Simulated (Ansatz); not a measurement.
**AlH2BrNCl: geometry optimisation**

Method: RKS r2SCAN-D4/def2-TZVP; program: Ansatz 0.2.0.

### 1 Starting geometry

SMILES `[NH2][Al]([Cl])[Br]`, 6 atoms, charge 0, spin multiplicity 1.

Atoms are counted from 1 here; the program's logs count them from 0.

Bond lengths: N1–Al2 1.766 Å, N1–H5 1.022 Å, N1–H6 1.022 Å, Al2–Cl3 2.107 Å, Al2–Br4 2.256 Å. Angles: Al2–N1–H5 124.6°, Al2–N1–H6 124.5°, H5–N1–H6 110.9°, N1–Al2–Cl3 119.6°, N1–Al2–Br4 120.0°, Cl3–Al2–Br4 120.4°.

Coordinates:

```
N    -0.0606    1.0377   -0.0533
Al    0.0770   -0.7204    0.0478
Cl    1.4203   -1.5812    1.4234
Br   -1.1811   -2.0297   -1.2917
H     0.4726    1.6955    0.5189
H    -0.6859    1.5341   -0.6912
```

### 2 Relaxation

Contents of input.yaml:

```yaml
crystal:
  periodic: [false, false, false]
  atoms:
    - { symbol: "N", position_ang: [-0.060624, 1.037739, -0.053282] }
    - { symbol: Al, position_ang: [0.076969, -0.720444, 0.047795] }
    - { symbol: Cl, position_ang: [1.42027, -1.581243, 1.423396] }
    - { symbol: Br, position_ang: [-1.181094, -2.02975, -1.291708] }
    - { symbol: H, position_ang: [0.472553, 1.695481, 0.518887] }
    - { symbol: H, position_ang: [-0.685874, 1.534117, -0.691188] }
basis:
  gaussian: { orbitals: def2-TZVP }
hamiltonian:
  xc: r2scan
  dispersion: d4
output:
  forces: true
relax:
  f_tol: 0.003
  max_steps: 120
```

Started as:

```console
> ansatz run input.yaml --threads 1 --pin off --max-ram 2560MiB --backend cpu --events-out ev --progress --plain --runs-dir out
```

Q: Estimate wall time and peak memory on 1 thread of Arm Neoverse V2, shared host.

About 60 s, with a peak of 0.22 GiB.
